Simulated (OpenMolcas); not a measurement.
**Gd²⁺ among point charges: CASSCF levels and susceptibility**

Aim: the splitting of the states of Gd²⁺ in the field of 6 point charges, its lowest levels with spin-orbit coupling and its magnetic susceptibility.

Method: state-averaged CASSCF, spin-orbit coupling by RASSI with atomic mean-field integrals. Code: OpenMolcas 26.06.

### Step 1. The atom as given

| Property | Result |
| --- | --- |
| Species | Gd²⁺ (gadolinium, Z = 64, 62 electrons) |
| Basis | ANO-RCC-VDZP [7s6p4d2f1g], 68 functions |
| Scalar Hamiltonian | DKH2, point nucleus |
| Inactive shells | 1s 2s 2p 3s 3p 3d 4s 4p 4d 5s 5p |
| Active space | 8 electrons in 7 orbitals (4f) |
| Some configurations of this space | 4f⁸ |
| Orbitals | optimised for the highest spin of each parity, averaged over all roots |

The outer shells:

4f8
```
4f [↑↓][↑ ][↑ ][↑ ][↑ ][↑ ][↑ ]
```

The ion sits among 6 point charges of -2 e arranged as a trigonal prism (D3h), 2.58 Å from the ion, with a polar angle of 56.5° against the regular 49.1°.

The work runs as a chain of OpenMolcas steps in one folder; each step below is one input file. Labels, J, g values, rates, χT and fits are worked out afterwards by a script from the matrices that RASSI stores.

### Step 2. GATEWAY and SEWARD: basis and integrals

a.inp reads:

```
&GATEWAY
Coord
1

Gd 0.0 0.0 0.0
Basis=ANO-RCC-VDZP
Group=NoSym
NoMove
AngMom=0.0 0.0 0.0
AMFI
XField
6 Angstrom 0
2.150555 0.000000 1.425311 -2.000000
-1.075278 1.862435 1.425311 -2.000000
-1.075278 -1.862435 1.425311 -2.000000
2.150555 0.000000 -1.425311 -2.000000
-1.075278 1.862435 -1.425311 -2.000000
-1.075278 -1.862435 -1.425311 -2.000000
&SEWARD
```

Started as:

```bash
OMP_NUM_THREADS=1 MOLCAS_MEM=2252 MOLCAS_PROJECT=a pymolcas a.inp > a.log
```

### Step 3. CASSCF: septets, 7 roots

a.inp reads:

```
&RASSCF
FileOrb=start.orb
Symmetry=1
Spin=7
nActEl=8 0 0
Inactive=27
Ras2=7
CIRoot=7 7 1
SDav=7
CIMx=300
Iter=120 100
PrWF=0.3
OrbListing=Nothing
MaxOrb=0
>>> COPY $Project.JobIph JOB001
```

start.orb holds the contracted functions of the basis, ordered by shell, or the orbitals of the step before.

### Step 4. CASSCF: quintets, 140 roots

a.inp reads:

```
&RASSCF
FileOrb=start.orb
Symmetry=1
Spin=5
nActEl=8 0 0
Inactive=27
Ras2=7
CIRoot=140 140 1
SDav=140
CIMx=300
Iter=120 100
PrWF=0.3
OrbListing=Nothing
MaxOrb=0
CIOnly
>>> COPY $Project.JobIph JOB002
```

### Step 5. Reference wave functions, triplets, 162 roots

a.inp reads:

```
&RASSCF
FileOrb=start.orb
Symmetry=1
Spin=3
nActEl=8 0 0
Inactive=27
Ras2=7
CIRoot=162 162 1
SDav=588
CIMx=300
Iter=120 100
PrWF=0.3
OrbListing=Nothing
MaxOrb=0
CIOnly
>>> COPY $Project.JobIph JOB003
```

### Step 6. State interaction with spin-orbit coupling

a.inp reads:

```
&RASSI
NrOfJobIphs=3 7 77 26
1 2 3 4 5 6 7
1 2 3 4 5 6 7 8 9 10 11 12 13 14 15 16 17 18 19 20 21 22 23 24 25 26 27
28 29 30 31 32 33 34 35 36 37 38 39 40 41 42 43 44 45 46 47 48 49 50 51
52 53 54 55 56 57 58 59 60 61 62 63 64 65 66 67 68 69 70 71 72 73 74 75
76 77
1 2 3 4 5 6 7 8 9 10 11 12 13 14 15 16 17 18 19 20 21 22 23 24 25 26
IphNames
JOB001
JOB002
JOB003
EJob
SpinOrbit
DIPRint=1.0
SOCoupling=1000.0
Subsets=2
Property=9
'ANGMOM' 1 'ANGMOM' 2 'ANGMOM' 3 'MLTPL  1' 1 'MLTPL  1' 2 'MLTPL  1' 3
'AMFI' 1 'AMFI' 2 'AMFI' 3
SOProperty=3
'ANGMOM' 1 'ANGMOM' 2 'ANGMOM' 3
```

What does the calculation give? Wanted: spin-free ground state; first state of the same spin within the active space; lowest level; next level.

As calculated:

```
                                            quantity                            value
                                              method                           CASSCF
                              spin-free ground state  7A2, 1-fold in its orbital part
first state of the same spin within the active space                 7A1 at 59.3 cm⁻¹
                                        lowest level                        1-fold A1
                                          next level                        17.1 cm⁻¹
                                         χT at 300 K                  11.76 cm³ K/mol
                           effective moment at 300 K                          9.70 μB
```

In words: The spin-free ground state (7A2) comes to 100 % from free-ion F terms and keeps the highest spin of the shell. The quintets, triplets rest on orbitals optimised for another spin in at least one step, which raises them against the optimised states. Not all states of the active space went into the spin-orbit step. The free ion's ground configuration, as NIST lists it, lies outside this active space, so the lowest level here need not be the ground level. High states of lower spin are left out of the spin-orbit mixing, and CASSCF puts spin-flip levels too high. Point charges carry no covalency, so the field is a model and not that of real ligands.
